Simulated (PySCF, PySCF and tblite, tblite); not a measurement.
# trifluoroacetic acid (C₂HF₃O₂): conformers and averaged spectra, part 2 of 2

PySCF and tblite. Atoms count from 0.

### 7 Averages: properties at wB97X-D/pcSseg-1 in chloroform

Job settings and geometry (Å):

```
{"job": {"study": "conf", "smiles": "O=C(O)C(F)(F)F", "search": {"seed": 343, "n_embed": 90, "ff_keep": 14, "window": 3.0, "nmax": 8, "temps": [250, 273.15, 298.15, 323.15, 373.15], "t_ref": 298.15, "order": 0.0005, "geom": true}, "level": {"nmr": {"xc": "wB97X-D", "basis": "pcSseg-1", "solvent": "chloroform"}, "sp": {"xc": "PBE0", "basis": "def2-TZVP", "solvent": "chloroform"}, "j": {"xc": "B3LYP", "basis": "pcJ-1", "top": 4}}, "kind": "conf"}, "charge": 0, "multiplicity": 1}
O      0.840043     1.517951    -0.023258
C      0.525655     0.367932     0.038509
O      1.349359    -0.663992     0.156886
C     -0.935737    -0.117110     0.011622
F     -1.255532    -0.644722     1.190851
F     -1.744730     0.894517    -0.236287
F     -1.105188    -1.045570    -0.924103
H      2.253228    -0.312497     0.189267
```

The program printed:

```text
conformer  sym    E(xTB)   E(DFT)   G(298.15 K)  weight  dipole/D
    1     C1      0.000    0.000    0.000   1.0000    2.575

mean shielding (ppm) by class
class atoms           250 K   273.15 K   298.15 K   323.15 K   373.15 K
  0 O  0            -86.149    -86.149    -86.149    -86.149    -86.149
  1 C  1             19.908     19.908     19.908     19.908     19.908
  2 O  2            133.971    133.971    133.971    133.971    133.971
  3 C  3              65.02      65.02      65.02      65.02      65.02
  4 F  4,5,6        269.571    269.571    269.571    269.571    269.571
  5 H  7             24.204     24.204     24.204     24.204     24.204
```

Run time: 65 s. Hardware: 1 thread of Arm Neoverse V2, shared host. This counts the runs that the step sums up.

The search (ETKDG and KDG, MMFF94s, GFN2-xTB) embedded 90 structures, kept 1 distinct ones after the force field and 1 after xTB; 1 was carried on (window 3.0 kcal/mol at the search's own energies). Energies: PBE0/def2-TZVP in chloroform with D3(BJ).

Conformer by conformer (298 K):

| no. | group | mirror pair | ΔE xTB | ΔE DFT | ΔG | weight (%) | μ (D) | O0–C1–O2–H7 (°) | A, B, C (GHz) |
| --- | --- | --- | --- | --- | --- | --- | --- | --- | --- |
| 1 | C1 | no | 0.00 | 0.00 | 0.00 | 100.0 | 2.58 | 0 | 3.90, 2.52, 2.09 |

Energies in kcal/mol. ΔG holds xTB vibrations and rotation, symmetry numbers and mirror pairs.

Shifts against references run at the same level (13C TMS 185.3, 1H TMS 31.36, 19F CFCl3 189.5, 17O H2O 339.6 ppm of shielding), by class of atoms, at 298 K:

```csv
atoms,environment,average,measured
C1,carboxylic acid carbon,165.4,–
C3,CF3 carbon,120.3,–
H7,hydrogen on an acid hydroxyl oxygen,7.16,–
O0,carbonyl oxygen,425.8,–
O2,acid hydroxyl oxygen,205.6,–
"F4, F5, F6",fluorine of a CF3 group,-80.1,-76.5
```

Measured: University of Colorado NMR facility, 19F NMR Reference Standards.

Couplings (Hz, B3LYP/pcJ-1; one pair named for each class), from conformers that hold 100 % of the weight:

| pair | bonds | average |
| --- | --- | --- |
| C3–F4 | 1 | -355.0 |
| C1–C3 | 1 | 110.7 |
| O2–H7 | 1 | -78.7 |
| C1–O2 | 1 | 33.3 |
| O0–C1 | 1 | 28.6 |
| F4–F5 | 2 | 65.5 |
| C1–F4 | 2 | 48.1 |
| O2–C3 | 2 | -26.7 |
| O0–O2 | 2 | -7.7 |
| C1–H7 | 2 | -6.5 |
| O0–C3 | 2 | -6.0 |
| C3–H7 | 3 | 10.8 |
| O0–H7 | 3 | 2.5 |
| O0–F4 | 3 | -0.8 |
| F4–H7 | 4 | 1.3 |

### 8 Shieldings, conformer 1: wB97X-D/pcSseg-1

Job settings and geometry (Å):

```
{"job": {"xc": "wB97X-D", "basis": "pcSseg-1", "kind": "nmr", "pop": false}, "charge": 0, "multiplicity": 1}
O      0.840043     1.517951    -0.023258
C      0.525655     0.367932     0.038509
O      1.349359    -0.663992     0.156886
C     -0.935737    -0.117110     0.011622
F     -1.255532    -0.644722     1.190851
F     -1.744730     0.894517    -0.236287
F     -1.105188    -1.045570    -0.924103
H      2.253228    -0.312497     0.189267
```

The program printed:

```text
coarse grid: 8224 points
cycle   1  E = -526.1944064698  dE =  1.571e+00  |g| = 1.360e+00  |ddm| = 2.539e+00
cycle   2  E = -525.9529518297  dE =  2.415e-01  |g| = 1.895e+00  |ddm| = 1.644e+00
cycle   3  E = -526.5215949036  dE = -5.686e-01  |g| = 1.988e-01  |ddm| = 9.913e-01
cycle   4  E = -526.5269675872  dE = -5.373e-03  |g| = 9.889e-02  |ddm| = 1.436e-01
cycle   5  E = -526.5285551771  dE = -1.588e-03  |g| = 1.136e-02  |ddm| = 5.318e-02
cycle   6  E = -526.5285849276  dE = -2.975e-05  |g| = 3.347e-03  |ddm| = 1.048e-02
cycle   7  E = -526.5285882244  dE = -3.297e-06  |g| = 1.116e-03  |ddm| = 4.072e-03
final grid: 85016 points
cycle   8  E = -526.6054283724  dE = -1.278e-04  |g| = 6.672e-03  |ddm| = 2.852e-02
cycle   9  E = -526.6054305673  dE = -2.195e-06  |g| = 5.964e-03  |ddm| = 6.692e-03
cycle  10  E = -526.6054349507  dE = -4.383e-06  |g| = 8.303e-04  |ddm| = 2.700e-03
cycle  11  E = -526.6054350637  dE = -1.130e-07  |g| = 5.041e-04  |ddm| = 7.191e-04
cycle  12  E = -526.6054351071  dE = -4.344e-08  |g| = 1.565e-04  |ddm| = 4.105e-04
cycle  13  E = -526.6054351124  dE = -5.322e-09  |g| = 3.617e-05  |ddm| = 1.101e-04
cycle  14  E = -526.6054351130  dE = -5.778e-10  |g| = 9.986e-06  |ddm| = 6.636e-05
converged SCF energy = -526.6054351130

GIAO shielding tensors (ppm)
atom      isotropic    diamagn.    paramagn.     s11        s22        s33       span
  0 O     -102.421     400.210    -502.631   -332.228   -267.125    292.089    624.317
  1 C       21.049     250.521    -229.472    -84.920     73.283     74.784    159.704
  2 O      136.616     391.995    -255.378    -20.627    178.863    251.614    272.241
  3 C       65.035     239.422    -174.387     48.272     64.202     82.632     34.360
  4 F      263.658     471.953    -208.294    184.112    257.426    349.438    165.326
  5 F      272.931     470.335    -197.404    200.307    274.728    343.757    143.449
  6 F      266.786     472.191    -205.406    187.679    261.261    351.417    163.739
  7 H       25.158      29.700      -4.542     20.302     21.711     33.462     13.160
```

It took 10 s on 1 thread of Arm Neoverse V2, shared host; peak memory 0.69 GiB.

Key values: HOMO -11.23 eV, LUMO 0.81 eV; dipole 2.22 D.

### 9 Single-point energy, conformer 1: revPBE/6-31+G*

The job, as its differences from that of step 8:

```diff
@@ -1,2 +1,2 @@
-{"job": {"xc": "wB97X-D", "basis": "pcSseg-1", "kind": "nmr", "pop": false}, "charge": 0, "multiplicity": 1}
+{"job": {"xc": "revPBE", "basis": "6-31+G*", "kind": "sp"}, "charge": 0, "multiplicity": 1}
 O      0.840043     1.517951    -0.023258
```

The program printed:

```text
coarse grid: 8224 points
cycle   1  E = -526.4223429177  dE =  1.434e+00  |g| = 1.187e+00  |ddm| = 3.107e+00
cycle   2  E = -525.0983592469  dE =  1.324e+00  |g| = 2.890e+00  |ddm| = 4.535e+00
cycle   3  E = -526.6077063897  dE = -1.509e+00  |g| = 5.985e-01  |ddm| = 3.882e+00
cycle   4  E = -526.6714498925  dE = -6.374e-02  |g| = 2.047e-01  |ddm| = 6.257e-01
cycle   5  E = -526.6790910026  dE = -7.641e-03  |g| = 4.763e-02  |ddm| = 2.020e-01
cycle   6  E = -526.6795761864  dE = -4.852e-04  |g| = 1.302e-02  |ddm| = 5.300e-02
cycle   7  E = -526.6796033247  dE = -2.714e-05  |g| = 5.336e-03  |ddm| = 1.239e-02
cycle   8  E = -526.6796086884  dE = -5.364e-06  |g| = 8.727e-04  |ddm| = 5.371e-03
final grid: 85016 points
cycle   9  E = -526.6512042915  dE = -4.116e-07  |g| = 1.730e-02  |ddm| = 5.910e-02
cycle  10  E = -526.6509132859  dE =  2.910e-04  |g| = 4.283e-02  |ddm| = 4.799e-02
cycle  11  E = -526.6512496145  dE = -3.363e-04  |g| = 7.120e-03  |ddm| = 3.815e-02
cycle  12  E = -526.6512596511  dE = -1.004e-05  |g| = 3.114e-04  |ddm| = 5.536e-03
cycle  13  E = -526.6512596664  dE = -1.530e-08  |g| = 1.555e-04  |ddm| = 3.839e-04
cycle  14  E = -526.6512596710  dE = -4.575e-09  |g| = 3.328e-05  |ddm| = 1.335e-04
cycle  15  E = -526.6512596711  dE = -1.669e-10  |g| = 1.028e-05  |ddm| = 3.315e-05
converged SCF energy = -526.6512596711
```

Run time: 8.9 s. Hardware: 1 thread of Arm Neoverse V2, shared host; peak memory 0.52 GiB.

In short: HOMO -7.45 eV, LUMO -2.21 eV; dipole 2.17 D.

### 10 Averages: properties at wB97X-D/pcSseg-1

Job settings and geometry (Å):

```
{"job": {"study": "conf", "smiles": "O=C(O)C(F)(F)F", "search": {"seed": 343, "n_embed": 90, "ff_keep": 14, "window": 3.0, "nmax": 8, "temps": [250, 273.15, 298.15, 323.15, 373.15], "t_ref": 298.15, "order": 0.0005, "geom": true}, "level": {"nmr": {"xc": "wB97X-D", "basis": "pcSseg-1"}, "sp": {"xc": "revPBE", "basis": "6-31+G*"}, "change": "wB97X-D/pcSseg-1; energies revPBE/6-31+G*", "top": 4}, "kind": "conf"}, "charge": 0, "multiplicity": 1}
O      0.840043     1.517951    -0.023258
C      0.525655     0.367932     0.038509
O      1.349359    -0.663992     0.156886
C     -0.935737    -0.117110     0.011622
F     -1.255532    -0.644722     1.190851
F     -1.744730     0.894517    -0.236287
F     -1.105188    -1.045570    -0.924103
H      2.253228    -0.312497     0.189267
```

The program printed:

```text
conformer  sym    E(xTB)   E(DFT)   G(298.15 K)  weight  dipole/D
    1     C1      0.000    0.000    0.000   1.0000    2.171

mean shielding (ppm) by class
class atoms           250 K   273.15 K   298.15 K   323.15 K   373.15 K
  0 O  0           -102.421   -102.421   -102.421   -102.421   -102.421
  1 C  1             21.049     21.049     21.049     21.049     21.049
  2 O  2            136.617    136.617    136.617    136.617    136.617
  3 C  3             65.035     65.035     65.035     65.035     65.035
  4 F  4,5,6        267.792    267.792    267.792    267.792    267.792
  5 H  7             25.158     25.158     25.158     25.158     25.158
```

It took 19 s on 1 thread of Arm Neoverse V2, shared host. This counts the runs that the step sums up.

Against the first level, at 298 K (shifts, ppm; largest changes first):

| atoms | wB97X-D/pcSseg-1 in chloroform | wB97X-D/pcSseg-1 | change |
| --- | --- | --- | --- |
| O0 | 425.8 | 435.6 | +9.8 |
| O2 | 205.6 | 196.6 | -9.1 |
| C1 | 165.4 | 163.5 | -1.9 |
| H7 | 7.16 | 6.22 | -0.94 |
| C3 | 120.3 | 119.5 | -0.8 |
| F4, F5, F6 | -80.1 | -80.6 | -0.5 |

Weights: from PBE0/def2-TZVP in chloroform energies 1: 100 %; from revPBE/6-31+G* energies 1: 100 % (with a dispersion term where the level has one and the same thermal terms, so they don't follow from the SCF energies alone). Times: 65 s and 19 s.

### 11 Outcome

This closing draws on all 2 parts.

```
                                            quantity                                                 value
                                          conformers  1; the first in weight is no. 1 (C1), 100 % at 298 K
                             root-mean-square dipole                                                2.58 D
averaged 13C shifts (wB97X-D/pcSseg-1 in chloroform)                                      165.4, 120.3 ppm
 averaged 1H shifts (wB97X-D/pcSseg-1 in chloroform)                                              7.16 ppm
averaged 19F shifts (wB97X-D/pcSseg-1 in chloroform)                                             -80.1 ppm
```

In words: The search found one conformer in the window, so the averages are its own values. Against 1 measured 19F shift the average misses by 3.6 ppm. Vibration is missing from the shifts, so part of that gap is not the functional's. Protons on O, N, S or Se exchange and bind to solvent, so their values hold for the lone molecule only. Between wB97X-D/pcSseg-1 in chloroform and wB97X-D/pcSseg-1, O0 changes most, by 9.8 ppm.
